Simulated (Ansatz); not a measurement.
**SrLi2Sb2: relaxing cell and atoms**

Wanted: the geometry at rest of SrLi2Sb2 (a structure type of another compound, with these elements put in), relaxing cell and atoms, and its electronic structure there.

Method: DFT, PBE, no spin polarisation, plane waves, PAW, in Ansatz 0.2.0.

**1. Geometry**

Symmetry: P-3m1, No. 164, trigonal system. The conventional cell has a = 4.387 Å, b = 4.387 Å, c = 7.287 Å, α = 90.00°, β = 90.00°, γ = 120.00°. Around Sr (site symmetry -3m) lie 6 Sb at 3.12 Å. Li (site symmetry 3m) has 4 Sb at 2.68 to 2.77 Å as nearest neighbours. Sb (site symmetry 3m) is surrounded by 4 Li at 2.68 to 2.77 Å.

As a file:

```cif
data_structure
_symmetry_space_group_name_H-M 'P 1'
_symmetry_Int_Tables_number 1
_cell_length_a 4.3870
_cell_length_b 4.3870
_cell_length_c 7.2871
_cell_angle_alpha 90.000
_cell_angle_beta 90.000
_cell_angle_gamma 60.000
_cell_volume 121.45
loop_
_atom_site_label
_atom_site_type_symbol
_atom_site_fract_x
_atom_site_fract_y
_atom_site_fract_z
_atom_site_occupancy
Sr1 Sr 0.00000 0.00000 0.00000 1
Li1 Li 0.33330 0.33340 0.63080 1
Li2 Li 0.66670 0.66660 0.36920 1
Sb1 Sb 0.33330 0.33340 0.25080 1
Sb2 Sb 0.66670 0.66660 0.74920 1
```

It starts from an earlier solution of the starting cell (checkpoint.read).

**2. The relaxation**

Contents of input.yaml:

```yaml
crystal:
  lattice:
    - [2.193481, 3.799218, 0.0]
    - [-2.193481, 3.799218, 0.0]
    - [0.0, 0.0, 7.287072]
  atoms:
    - { symbol: Sr, position: [0.0, 0.0, 0.0] }
    - { symbol: Li, position: [0.3333, 0.3334, 0.6308] }
    - { symbol: Li, position: [0.6667, 0.6666, 0.3692] }
    - { symbol: Sb, position: [0.3333, 0.3334, 0.2508] }
    - { symbol: Sb, position: [0.6667, 0.6666, 0.7492] }
  symmetry: { tolerance: 0.0003 }
kpoints:
  mp_grid: { grid: [6, 6, 4], shift: [0, 0, 0] }
magnetization:
  spin_polarized: false
scf:
  occupations: { method: cold, width: 0.1093 }
  lower_state_search: "off"
hamiltonian:
  pseudopotentials: { kind: paw }
  xc: pbe
basis:
  ecutwfc: 420
  fft_grid_basis: typed
relax:
  max_steps: 40
  cell: { p_target: 0.0 }
output:
  forces: true
  stress: true
  eigenvalues: true
  bader: true
  populations: true
  elf: true
  write_potential: true
  volumetric_format: npy
  dos:
    e_range: [-12, 8]
    de: 0.05
    projected: { site_lists: { Li: [Li], Sb: [Sb], Sr: [Sr] } }
  write_density: true
checkpoint:
  read: saved_state
```

Launch:

```bash
$ ansatz run input.yaml --threads 2 --pin off --max-ram 2560MiB --backend cpu --events-out ev --progress --plain --runs-dir out
```

Output:

```text
Warning: the atoms were moved onto the symmetric positions of the space group found under crystal.symmetry.tolerance 3.0e-4 (fractional; no operation is sought that the atoms, as they stand in a round, miss by more than twice it, and no atom is moved by as much as it), and the run uses the moved positions. Before a round's move an operation carried an atom to 4.39e-4 Å from where it should land, the largest such distance. Atom 1 (counting from 0) moved farthest, by 2.53e-4 Å; the longest move in fractions of the cell, of whichever atom, is 0.24 of the tolerance, in 1 round. To run the atoms as typed, lower crystal.symmetry.tolerance until the operations that they miss are no longer found, or set crystal.symmetry.detect: false (a key that needs symmetry detection or time reversal refuses this as the deck is read). The positions used, in the order of the run's atom list: position: [0.0, 0.0, 0.0]; position: [0.3333333333333333, 0.3333333333333333, 0.6308]; position: [0.6666666666666666, 0.6666666666666666, 0.3692]; position: [0.3333333333333333, 0.3333333333333333, 0.2508]; position: [0.6666666666666666, 0.6666666666666666, 0.7492]; The lattice was moved too: crystal.lattice misses the space group found at crystal.symmetry.tolerance 3.0e-4 in a digit that the deck types, which is why this is a warning: making the lattice exact moves one of its numbers by a whole unit of that number's last typed decimal, or more. The operation that it misses by the most changes a squared length by the fraction 1.16e-6. The run uses the lattice that is a stretch of the typed one, with no rotation, onto the one that keeps every operation to a double's rounding (on a very oblique basis the stretch itself rounds by more); the deck's lattice vector that moved farthest moved by 1.46e-6 Å. To run the lattice as typed, set crystal.symmetry.tolerance under 1.15e-6, the least fraction by which an operation that the lattice misses changes a squared length (the same key also sets how far an atom may lie from its image, so lowering it can lose operations that the atoms keep only within it), or set crystal.symmetry.detect: false, as for the atoms. crystal.lattice made exact, in Å and degrees: [[2.193480267505158, 3.7992192687187063, 0.0], [-2.193480267505158, 3.7992192687187063, 0.0], [0.0, 0.0, 7.287072]]. Pasted over the deck's crystal.lattice, beside positions in fractional coordinates, it runs the same cell (given as lengths and angles, that cell in the form's own orientation, a rigid turn of the misfit's size from the one run here, for which a checkpoint.post_process_only pass over this run's state can be refused: where this run relaxes nothing, give such a pass this deck's own crystal.lattice, as typed; behind a relaxation, as crystal.lattice, the state's own cell, identity.cell in its checkpoint.json), and a matrix so pasted ends this notice, except on a very skew basis of the lattice, where the rounding of the pasted numbers themselves can read as a misfit: the cell is then moved again, and that move is told again. The lattice as run is in this notice's lattice.as_run_ang field (Run.prep()["deck_notices"] in Python, the deck_notice line of an events file, deck_notices of ansatz run --dry-run=json, or deck_notices in record.json in the deck's checkpoint.write directory).
Warning: checkpoint.read: basis.xc_grid differs: saved 1, current 2 (points along each axis for each point of the dense box; where the key is left out runs that use forces, runs that use the stress, dielectric runs by a finite field, finite-displacement phonons, runs of phonons.displacement_patterns under a GGA or a meta-GGA, phonons by method: dfpt, dielectric runs by the response, runs on support functions, runs on PAW files under a meta-GGA or a hybrid on one, runs at kind: all_electron or under a hybrid on a GGA, runs under a text's formulas of a gradient, and runs on PAW files that evaluate rPW86 or Becke's exchange or LYP's correlation can take a finer level, which can go by the root key accuracy; a number is taken as typed: the saved number, typed, holds this deck to the state's level, where the deck is accepted there); the SCF iterates at this deck's level from the saved density; a trajectory continued from that state goes on on another energy surface; basis.xc_grid: 1, typed and accepted, keeps it on the saved one
Warning: RAYON_NUM_THREADS=2 ignored (pool sized by the plan → 2); use --threads N
Engine: ansatz 0.2.0, aarch64-unknown-linux-gnu
Pseudopotentials: kind: paw
Pseudopotential: Sr, paw, valence charge 10, recommended cutoff 420 eV (normal), Sr.paw.azcp
Pseudopotential: Li, paw, valence charge 3, recommended cutoff 420 eV (normal), Li.paw.azcp
Pseudopotential: Sb, paw, valence charge 15, recommended cutoff 420 eV (normal), Sb.paw.azcp
Functional definition: PBE
  parameter kappa = 0.804
  parameter beta = 0.06672455060314922
  exchange = pbe_x(kappa = kappa, mu = beta*pi^2/3)
  correlation = pbe_c(beta = beta)
Crystal: 5 atoms, lattice volume = 121.454 Å³
Basis set: ecut = 420 eV, 2395 PW (Γ), exchange–correlation on 60×60×100 points (8 copies of the dense FFT grid, shifted against one another)
Bands: 28, of which v1, the nominal top of the filled ones, is band 23 counted from 1 (22 counted from 0)
Symmetry: 12 space group operations
Space group: P-3m1 (ITA 164), of the structure as read, at distance tolerance 1.5e-3 Å
k-points: 24 of 144
Non-local potential: Sr, projectors of the file, l = 0: 3, l = 1: 2, l = 2: 2
Non-local potential: Li, projectors of the file, l = 0: 3, l = 1: 2, l = 2: 1
Non-local potential: Sb, projectors of the file, l = 0: 2, l = 1: 2, l = 2: 2, l = 3: 2
PAW form: soft (Blöchl's): semilocal exchange-correlation on the pseudo side does not see the compensation charge
PAW one-centre angular grid: Sr, 110 points (default); XC on 64 Gauss nodes
PAW one-centre angular grid: Li, 110 points (default); XC on 64 Gauss nodes
PAW one-centre angular grid: Sb, 590 points (default); XC on 64 Gauss nodes
Initial density: read from a saved state, or passed on in memory by an earlier SCF of this step, an earlier step, the calling program or the single point that the run made first
Initial wavefunctions: pseudopotential atomic-orbital guess
Functional: x = pbe(κ = 0.804, μ = 0.2195149727645171), c = pbe(β = 0.06672455060314922)
iter 1 solved again at ethr=9.34e-6 eV; its pass at ethr=3.10e-3 eV (dr2=4.29e-3 eV) is discarded
SCF iter   1: F=—  HF=-16924.546116 eV  |F-HF|=—  |Δ(HF+E_count)|=         —  Δρ=9.42e-4  dr2=2.43e-3  ethr=9.34e-6  ⟨swp⟩=2.3  Hψ=4929  notcnv=0
preconditioner: auto → Kerker (q_TF=auto, 2.321 Å⁻¹)  [metal: Δε(μ)=0.006 eV  Ē_g=6.747 eV  σ=0.109 eV  W_gap=0.04  n_scr=22 (ndim 8)  ℏωp=12.6 eV  f_vac=0.010  D(μ)=6.44/eV (n_scr^D=66)]
SCF iter   2: F=—  HF=-16924.545789 eV  |F-HF|=—  |Δ(HF+E_count)|=   3.27e-4  S|Δr|=    0.00e0  Δρ=5.51e-4  dr2=1.01e-3  ethr=5.29e-6  ⟨swp⟩=1.0  Hψ=672  notcnv=0
SCF iter   3: F=—  HF=-16924.545570 eV  |F-HF|=—  |Δ(HF+E_count)|=   2.19e-4  S|Δr|=    0.00e0  Δρ=1.15e-4  dr2=3.86e-5  ethr=2.19e-6  ⟨swp⟩=2.0  Hψ=809  notcnv=0
SCF iter   4: F=—  HF=-16924.545529 eV  |F-HF|=—  |Δ(HF+E_count)|=   4.07e-5  S|Δr|=    0.00e0  Δρ=2.26e-5  dr2=1.63e-6  ethr=8.38e-8  ⟨swp⟩=2.0  Hψ=846  notcnv=0
SCF iter   5: F=—  HF=-16924.545529 eV  |F-HF|=—  |Δ(HF+E_count)|=   3.30e-7  S|Δr|=    0.00e0  Δρ=9.54e-6  dr2=1.91e-7  ethr=3.54e-9  ⟨swp⟩=2.1  Hψ=928  notcnv=0
SCF iter   6: F=-16924.545529 eV  HF=-16924.545529 eV  |F-HF|=1.50e-8  |Δ(HF+E_count)|=   8.97e-8  S|Δr|=    0.00e0  Δρ=3.88e-6  dr2=4.07e-8  ethr=2.17e-10  ⟨swp⟩=11.8  Hψ=5105  notcnv=0
SCF 1 converged in 6 iterations: F = -16924.545529 eV  dr2 = 4.07e-8
relax step   1: F+E_penalty+E_count = -16924.54552928 eV  Δ(F+E_penalty+E_count) = +0.000e0 eV  max|allowed force component| = 7.597e-1 eV/Å  Δτ_max = 0.0000 Å  P = +7.226 GPa  Ω = 121.454 Å³  (6 SCF iters, dr2 threshold 1.00e-7 eV, accepted)
Crystal: 5 atoms, lattice volume = 139.409 Å³
Basis set: ecut = 420 eV, 2743 PW (Γ), exchange–correlation on 60×60×100 points (8 copies of the dense FFT grid, shifted against one another)
Initial density: handed on by an earlier stage of this run
Initial wavefunctions: those handed on with the density
iter 1 solved again at ethr=5.11e-4 eV; its pass at ethr=3.10e-3 eV (dr2=2.35e-1 eV) is discarded
SCF iter   1: F=—  HF=-16925.111750 eV  |F-HF|=—  |Δ(HF+E_count)|=         —  Δρ=8.31e-3  dr2=2.37e-1  ethr=5.11e-4  ⟨swp⟩=1.0  Hψ=4685  notcnv=0
preconditioner: auto → LDOS  [metal: Δε(μ)=0.028 eV  Ē_g=6.523 eV  σ=0.109 eV  W_gap=0.18  n_scr=22 (ndim 8)  ℏωp=11.8 eV  f_vac=0.016  D(μ)=7.41/eV (n_scr^D=66)  β→1.0]
SCF iter   2: F=—  HF=-16925.055282 eV  |F-HF|=—  |Δ(HF+E_count)|=   5.65e-2  S|Δr|=    0.00e0  Δρ=2.93e-3  dr2=3.69e-2  ethr=5.11e-4  ⟨swp⟩=3.0  Hψ=942  notcnv=0
SCF iter   3: F=—  HF=-16925.053840 eV  |F-HF|=—  |Δ(HF+E_count)|=   1.44e-3  S|Δr|=    0.00e0  Δρ=1.94e-3  dr2=1.22e-2  ethr=8.01e-5  ⟨swp⟩=2.6  Hψ=1007  notcnv=0
SCF iter   4: F=—  HF=-16925.052258 eV  |F-HF|=—  |Δ(HF+E_count)|=   1.58e-3  S|Δr|=    0.00e0  Δρ=7.48e-4  dr2=9.72e-4  ethr=2.65e-5  ⟨swp⟩=2.0  Hψ=1102  notcnv=0
SCF iter   5: F=—  HF=-16925.052226 eV  |F-HF|=—  |Δ(HF+E_count)|=   3.22e-5  S|Δr|=    0.00e0  Δρ=2.87e-4  dr2=1.71e-4  ethr=2.11e-6  ⟨swp⟩=2.0  Hψ=1146  notcnv=0
SCF iter   6: F=—  HF=-16925.052182 eV  |F-HF|=—  |Δ(HF+E_count)|=   4.46e-5  S|Δr|=    0.00e0  Δρ=7.46e-5  dr2=1.44e-5  ethr=3.72e-7  ⟨swp⟩=2.0  Hψ=1149  notcnv=0
SCF iter   7: F=—  HF=-16925.052184 eV  |F-HF|=—  |Δ(HF+E_count)|=   2.53e-6  S|Δr|=    0.00e0  Δρ=2.60e-5  dr2=1.33e-6  ethr=3.12e-8  ⟨swp⟩=3.0  Hψ=1196  notcnv=0
SCF iter   8: F=-16925.052184 eV  HF=-16925.052184 eV  |F-HF|=1.20e-7  |Δ(HF+E_count)|=   2.33e-7  S|Δr|=    0.00e0  Δρ=1.19e-5  dr2=3.06e-7  ethr=1.09e-9  ⟨swp⟩=14.5  Hψ=5745  notcnv=0
SCF 2 converged in 8 iterations: F = -16925.052184 eV  dr2 = 3.06e-7
relax step   2: F+E_penalty+E_count = -16925.05218421 eV  Δ(F+E_penalty+E_count) = -5.067e-1 eV  max|allowed force component| = 2.041e-1 eV/Å  Δτ_max = 0.1580 Å  P = +1.043 GPa  Ω = 139.409 Å³  energy of the carried Pulay correction = -1.626e-3 eV  (8 SCF iters, dr2 threshold 5.00e-7 eV, accepted)
Crystal: 5 atoms, lattice volume = 143.991 Å³
Basis set: ecut = 420 eV, 2791 PW (Γ), exchange–correlation on 60×60×100 points (8 copies of the dense FFT grid, shifted against one another)
iter 1 solved again at ethr=1.77e-5 eV; its pass at ethr=3.10e-3 eV (dr2=8.13e-3 eV) is discarded
SCF iter   1: F=—  HF=-16925.090858 eV  |F-HF|=—  |Δ(HF+E_count)|=         —  Δρ=2.70e-3  dr2=8.97e-3  ethr=1.77e-5  ⟨swp⟩=2.0  Hψ=4083  notcnv=0
preconditioner: auto → LDOS  [metal: Δε(μ)=0.018 eV  Ē_g=6.324 eV  σ=0.109 eV  W_gap=0.11  n_scr=34 (ndim 8)  ℏωp=11.6 eV  f_vac=0.016  D(μ)=6.80/eV (n_scr^D=66)  β→1.0]
SCF iter   2: F=—  HF=-16925.089165 eV  |F-HF|=—  |Δ(HF+E_count)|=   1.69e-3  S|Δr|=    0.00e0  Δρ=1.11e-3  dr2=4.17e-3  ethr=1.77e-5  ⟨swp⟩=3.0  Hψ=1147  notcnv=0
```

[end of part 1 of 2]
